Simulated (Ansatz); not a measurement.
I need Fermi-surface readings of ZnAg, space group Cmmm. Use the Python package of Ansatz (0.2.0). Use: LDA, PAW, cutoff 550 eV, 8×8×5 k-points, Fermi-Dirac smearing of 0.1 eV.

```
Zn Ag
1.0
     1.55083   -2.29968    0.00000
     1.55083    2.29968    0.00000
     0.00000    0.00000    4.42916
Zn Ag
1 1
Direct
  0.50000 0.50000 0.50000
  0.00000 0.00000 0.00000
```

Script `run_fermi.py`:
```python
"""Fermi surface readings for ZnAg."""

import ansatz as az
from pymatgen.core import Lattice, Structure
from pymatgen.io.ase import AseAtomsAdaptor


def main() -> None:
    pmg_structure = Structure(
        Lattice([(1.550832, -2.299682, 0.0), (1.550832, 2.299682, 0.0), (0.0, 0.0, 4.429162)]),
        ["Zn", "Ag"],
        [
            (0.5, 0.5, 0.5),
            (0.0, 0.0, 0.0),
        ],
    )
    xtal = az.Crystal.from_ase(AseAtomsAdaptor.get_atoms(pmg_structure))

    model = (
        xtal.calculation()
        .functional("LDA")
        .basis(550)
        .kpoints(8, 8, 5)
        .occupations("Fermi-Dirac")
        .eigenstates(nscf_kmesh=(12, 12, 8), level_slopes=True)
    )
    surface = model.run(threads=1).fermi_surface().to_plain()
    for way, reading in surface.items():
        if reading:
            rho_lambda = [f"{v:.3e}" for v in reading["resistivity_times_mean_free_path_ohm_m2"]]
            print(f"{way:24s} area {reading['spin_summed_area_per_ang2']:8.3f} 1/A^2  rho*lambda (ohm m^2) {rho_lambda}")


if __name__ == "__main__":
    main()
```

```console
$ python run_fermi.py
by_tetrahedra            area   32.994 1/A^2  rho*lambda (ohm m^2) ['9.986e-16', '9.095e-16', '8.797e-16']
by_slopes                area   34.646 1/A^2  rho*lambda (ohm m^2) ['9.048e-16', '8.009e-16', '9.560e-16']
on_every_second_point    area   30.191 1/A^2  rho*lambda (ohm m^2) ['1.226e-15', '1.014e-15', '8.615e-16']
```

Notes:
- The mesh is modest for a metal, so energies can be off by several to tens of meV an atom and pressures by half a GPa or more; differences at equal mesh fare better.
- This cell is a computed structure, which may not be the phase found in nature.
- The three readings differ by the mesh error.
- Timing: 8.4 s on 1 thread of Arm Neoverse V2, with other jobs on the host, peak memory 0.48 GiB.

(Lines on the test bed's own set-up are left out of the output.)
